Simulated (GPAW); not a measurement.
**CH2BClFN (SMILES C=NB(F)Cl): RPBE-D3(0)/real-space grid (scalar-relativistic datasets)**

Wanted: a geometry optimisation of CH2BClFN. 

The results are computed with GPAW 26.7.0.

3 further runs of the same task are left out: 2 that didn't finish, 1 set aside as unsound or not needed.

## (1) The structure to begin with

The species is CH2BClFN (7 atoms), meant as a singlet with charge 0. As SMILES, `C=NB(F)Cl`. All atoms were displaced at random from a relaxed shape. The run starts from this shape.

Bond lengths: C1–N2 1.232 Å, N2–B3 1.465 Å, B3–F4 1.412 Å, B3–Cl5 1.663 Å, C1–H6 1.060 Å, C1–H7 1.004 Å. Angles: C1–N2–B3 176.5°, N2–B3–F4 118.3°, N2–B3–Cl5 117.8°, F4–B3–Cl5 122.9°, N2–C1–H6 114.9°, N2–C1–H7 129.1°, H6–C1–H7 114.7°.

## (2) A structure relaxation at RPBE-D3(0)/real-space grid (scalar-relativistic datasets)

molecule.py

```python
from ase import Atoms
from ase.calculators.mixing import SumCalculator
from ase.io import write
from ase.optimize import QuasiNewton
from dftd3.ase import DFTD3
from gpaw import GPAW
from gpaw.utilities.adjust_cell import adjust_cell

molecule = Atoms(['C', 'N', 'B', 'F', 'Cl', 'H', 'H'],
    positions=[[ -1.290652,  -0.463552,   0.063412],
               [ -0.142233,  -0.018772,   0.083393],
               [  1.249361,   0.439608,   0.058499],
               [  1.885887,   0.713637,   1.289111],
               [  2.074347,   0.333673,  -1.381186],
               [ -2.038908,   0.241740,  -0.194400],
               [ -1.599846,  -1.418381,   0.070053]])
adjust_cell(molecule, 4.5, h=0.2)

gpaw_calc = GPAW(mode='fd',
                 h=0.2,
                 xc='RPBE',
                 maxiter=150,
                 symmetry='off',
                 txt='molecule.txt')
molecule.calc = SumCalculator([DFTD3(method='RPBE', damping='d3zero'), gpaw_calc])

opt = QuasiNewton(molecule, trajectory='molecule.traj')
converged = opt.run(fmax=0.05, steps=100)
print('Converged:', converged)
print(f'Final energy = {molecule.get_potential_energy():.5f} eV')
print(f'r(F3-B2) = {molecule.get_distance(3, 2):.4f} Ang')
print(f'r(N1-C0) = {molecule.get_distance(1, 0):.4f} Ang')
write('relaxed.xyz', molecule)
```

The run is started by

```console
python3 -u molecule.py | tee molecule.out
```

Standard output:

```text
Step[ FC]     Time          Energy          fmax
BFGSLineSearch:    0[  0] hh:mm:ss      -38.101205       5.1867
BFGSLineSearch:    1[  2] hh:mm:ss      -38.698758       2.2850
BFGSLineSearch:    2[  4] hh:mm:ss      -38.775039       1.2047
BFGSLineSearch:    3[  6] hh:mm:ss      -38.832744       1.1173
BFGSLineSearch:    4[  8] hh:mm:ss      -38.859259       0.2845
BFGSLineSearch:    5[ 10] hh:mm:ss      -38.867192       0.2207
BFGSLineSearch:    6[ 12] hh:mm:ss      -38.872612       0.3875
BFGSLineSearch:    7[ 14] hh:mm:ss      -38.877095       0.2896
BFGSLineSearch:    8[ 16] hh:mm:ss      -38.880328       0.2417
BFGSLineSearch:    9[ 17] hh:mm:ss      -38.882788       0.2884
BFGSLineSearch:   10[ 19] hh:mm:ss      -38.884011       0.0835
BFGSLineSearch:   11[ 20] hh:mm:ss      -38.884860       0.0496
Converged: True
Final energy = -38.88486 eV
r(F3-B2) = 1.3516 Ang
r(N1-C0) = 1.2524 Ang
```

molecule.txt:

```text
__  _  _
 | _ |_)|_||  |
 |__||  | ||/\| - 26.7.0

units:  Angstrom and eV
cores:  1
OpenMP: False

Versions:
  Python: 3.12.14
  ASE:    3.29.0
  Numpy:  2.5.5
  Scipy:  1.18.1
  Libxc:  7.0.0

        _gpaw.cpython-312-aarch64-linux-gnu.so

Input parameters:
  mode=FD(),
  h=0.2,
  maxiter=150,
  symmetry=Symmetry(point_group=False, time_reversal=False),
  xc=XC(name='RPBE')

[... 235 lines left out ...]
Reference energy: -18484.635141  # eV
[... 16 lines left out ...]
  Fourier metric: weight=20.0, sigma=0.015
[... 36 lines left out ...]
  Free energy:     -38.740226
[... 78 lines left out ...]
convergence criteria:
[... 14 lines left out ...]
Converged in 10 steps
[... 15 lines left out ...]
dipole moment: (-0.696331, -0.222563, -0.001321)  # |e|*Ang
[... 13 lines left out ...]
Gap: 3.662 eV
Transition (v -> c):
  (s=0, k=0, n=13, [0.00, 0.00, 0.00]) -> (s=0, k=0, n=14, [0.00, 0.00, 0.00])
No difference between direct/indirect transitions
vacuum-level: 0.000  # V

Forces  # eV/Ang
|        x |        y |        z |
|----------|----------|----------|
| -0.00753 | -0.02621 |  0.02379 |  # C    0
| -0.04791 |  0.00380 | -0.00799 |  # N    1
|  0.00022 | -0.02802 |  0.00062 |  # B    2
| -0.02999 |  0.03729 | -0.01120 |  # F    3
|  0.02554 |  0.01925 |  0.01705 |  # Cl   4
|  0.02217 | -0.02194 |  0.04519 |  # H    5
| -0.01273 |  0.03475 |  0.00640 |  # H    6

Force computation time: 0.049  # s

timing:  # [seconds]
  Total:  372.827  # ━━━━━━━━━━━━━━━━━━━━━━━━━━━━━━━━━━━━━━━━━━━━━━━━━━━━━━━━
  Init:     1.627  #
  SCF:    359.242  # ━━━━━━━━━━━━━━━━━━━━━━━━━━━━━━━━━━━━━━━━━━━━━━━━━━━━━━
  Forces:   1.071  #
  Move:    10.752  # ━╸
```

Run time: 6.2 min. Hardware: 1 thread of Arm Neoverse V2, shared host; peak memory 0.76 GiB.

Step by step:

| step | energy from the first frame kept (eV) | largest force (eV/Å) |
| --- | --- | --- |
| 0 | 0.0000 | 5.1867 |
| 1 | -0.5976 | 2.2850 |
| 2 | -0.6738 | 1.2047 |
| 3 | -0.7315 | 1.1173 |
| 4 | -0.7581 | 0.2845 |
| 5 | -0.7660 | 0.2207 |
| 6 | -0.7714 | 0.3875 |
| 7 | -0.7759 | 0.2896 |
| 8 | -0.7791 | 0.2417 |
| 9 | -0.7816 | 0.2884 |
| 10 | -0.7828 | 0.0835 |
| 11 | -0.7837 | 0.0496 |

After the run. Bond lengths: C1–N2 1.252 Å, N2–B3 1.383 Å, B3–F4 1.352 Å, B3–Cl5 1.787 Å, C1–H6 1.105 Å, C1–H7 1.106 Å. Angles: C1–N2–B3 171.3°, N2–B3–F4 123.4°, N2–B3–Cl5 118.8°, F4–B3–Cl5 117.8°, N2–C1–H6 121.5°, N2–C1–H7 121.8°, H6–C1–H7 116.7°.

## (3) What came out

Level: RPBE-D3(0)/real-space grid (scalar-relativistic datasets).

| quantity | value |
| --- | --- |
| energy as printed (from the program's reference atoms) | -38.8849 eV |
| dipole moment | 3.51 D |
| HOMO energy | -6.56 eV |
| LUMO energy | -2.89 eV |
| HOMO–LUMO gap | 3.66 eV |
| dispersion energy | -13.86 kJ/mol |

What this shows: At the final geometry: Bond lengths: C1–N2 1.252 Å, N2–B3 1.383 Å, B3–F4 1.352 Å, B3–Cl5 1.787 Å, C1–H6 1.105 Å, C1–H7 1.106 Å. Angles: C1–N2–B3 171.3°, N2–B3–F4 123.4°, N2–B3–Cl5 118.8°, F4–B3–Cl5 117.8°, N2–C1–H6 121.5°, N2–C1–H7 121.8°, H6–C1–H7 116.7°. The optimisation took 11 steps and changed the energy by -0.784 eV.
